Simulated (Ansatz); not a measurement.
# Si7B: the cost of one run

Method: DFT PBE, scalar-relativistic, plane waves, PAW, unless a step names another level, in Ansatz 0.2.0.

## (1) Starting point

It takes space group P-43m (No. 215, cubic). Conventional cell: a = 5.264 Å, b = 5.264 Å, c = 5.264 Å, α = 90.00°, β = 90.00°, γ = 90.00°. Si (site symmetry 3m) has 1 B at 2.07 Å and 3 Si at 2.36 Å as nearest neighbours. Around Si (site symmetry -42m) lie 4 Si at 2.36 Å. B (site symmetry -43m) has 4 Si at 2.07 Å as nearest neighbours.

Structure file:

```
CELL_PARAMETERS angstrom
5.26402 0.00000 0.00000
0.00000 5.26402 0.00000
0.00000 0.00000 5.26402
ATOMIC_POSITIONS crystal
Si 0.22687 0.22687 0.22687
Si 0.00000 0.50000 0.50000
Si 0.50000 0.50000 0.00000
Si 0.50000 0.00000 0.50000
Si 0.77313 0.22687 0.77313
Si 0.77313 0.77313 0.22687
Si 0.22687 0.77313 0.77313
B 0.00000 0.00000 0.00000
```

It came out lowest among 33 distinct ends of the trial cells. At a tolerance of 0.05 Å it has space group P-43m (No. 215).

## (2) Relaxing to 0.001 eV/Å, on the response runs' mesh and smearing

input.yaml reads:

```yaml
crystal:
  lattice:
    - [5.2640244914, 0.0, 0.0]
    - [0.0, 5.2640244914, 0.0]
    - [0.0, 0.0, 5.2640244914]
  atoms:
    - { symbol: Si, position: [0.22686773, 0.22686773, 0.22686773] }
    - { symbol: Si, position: [0.0, 0.5, 0.5] }
    - { symbol: Si, position: [0.5, 0.5, 0.0] }
    - { symbol: Si, position: [0.5, 0.0, 0.5] }
    - { symbol: Si, position: [0.77313227, 0.22686773, 0.77313227] }
    - { symbol: Si, position: [0.77313227, 0.77313227, 0.22686773] }
    - { symbol: Si, position: [0.22686773, 0.77313227, 0.77313227] }
    - { symbol: B, position: [0.0, 0.0, 0.0] }
basis:
  ecutwfc: 420
kpoints:
  mp_grid: { grid: [6, 6, 6] }
hamiltonian:
  xc: pbe
scf:
  occupations: { method: gaussian, width: 0.1 }
output:
  forces: true
  stress: true
  eigenvalues: true
relax:
  adjacent_minimum: "off"
  f_tol: 0.001
  max_steps: 60
  cell: { stress_tol: 0.01 }
```

Command:

```sh
$ ansatz run input.yaml --threads 3 --pin off --max-ram 7680MiB --backend cpu --events-out ev --progress --plain --runs-dir out
```

**Question.** How long does this run take on 3 threads of AMD EPYC 9R45 (Zen 5), shared host, and how much memory does it need?

About 2.3 s, with a peak of 0.43 GiB.
